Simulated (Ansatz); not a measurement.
# C2H8AlN: the cost of one run

All numbers below are computed with Ansatz 0.2.0 (RHF/STO-3G).

**1. Starting point**

Bond lengths: C1–C2 1.462 Å, C2–Al3 1.986 Å, Al3–N4 1.863 Å, C1–H5 1.121 Å, C1–H6 1.169 Å, C1–H7 1.135 Å, C2–H8 1.145 Å, C2–H9 1.129 Å, Al3–H10 1.629 Å, N4–H11 1.089 Å, N4–H12 1.085 Å. Angles (14 of 18 angles, heavy atoms first): C1–C2–Al3 109.4°, C2–Al3–N4 123.3°, C1–C2–H8 110.9°, C1–C2–H9 110.9°, Al3–C2–H8 107.8°, Al3–C2–H9 110.0°, C2–C1–H5 114.5°, C2–C1–H6 110.7°, C2–C1–H7 112.2°, C2–Al3–H10 118.9°, N4–Al3–H10 117.8°, Al3–N4–H11 105.2°, Al3–N4–H12 105.6°, H8–C2–H9 107.8°.

Coordinates:

```xyz
12

C    -1.0214    1.1257    0.0211
C     0.0323    0.6160    0.8972
Al    1.2566   -0.5443   -0.1519
N     0.6974   -2.0860   -1.0359
H    -1.6624    0.3327   -0.4450
H    -1.7462    1.8270    0.6122
H    -0.6102    1.7867   -0.8053
H     0.6521    1.4749    1.3334
H    -0.4064    0.0340    1.7596
H     2.8415   -0.1722   -0.2032
H    -0.1376   -1.7699   -1.6597
H     0.1813   -2.6798   -0.2885
```

**2. End point A**

The input, input.yaml:

```yaml
crystal:
  periodic: [false, false, false]
  atoms:
    - { symbol: C, position_ang: [-1.0214, 1.1257, 0.0211] }
    - { symbol: C, position_ang: [0.0323, 0.616, 0.8972] }
    - { symbol: Al, position_ang: [1.2566, -0.5443, -0.1519] }
    - { symbol: "N", position_ang: [0.6974, -2.086, -1.0359] }
    - { symbol: H, position_ang: [-1.6624, 0.3327, -0.445] }
    - { symbol: H, position_ang: [-1.7462, 1.827, 0.6122] }
    - { symbol: H, position_ang: [-0.6102, 1.7867, -0.8053] }
    - { symbol: H, position_ang: [0.6521, 1.4749, 1.3334] }
    - { symbol: H, position_ang: [-0.4064, 0.034, 1.7596] }
    - { symbol: H, position_ang: [2.8415, -0.1722, -0.2032] }
    - { symbol: H, position_ang: [-0.1376, -1.7699, -1.6597] }
    - { symbol: H, position_ang: [0.1813, -2.6798, -0.2885] }
basis:
  gaussian: { orbitals: STO-3G }
hamiltonian:
  xc: hf
relax:
  f_tol: 0.015
  max_steps: 40
output:
  orbitals: {}
```

The run is started by

```console
> ansatz run input.yaml --threads 1 --pin off --max-ram 2048MiB --backend cpu --events-out ev --progress --plain --runs-dir out
```

Q: Estimate wall time and peak memory on 1 thread of Intel Xeon Platinum 8488C (Sapphire Rapids), shared host.

About 24 s, with a peak of 0.12 GiB.
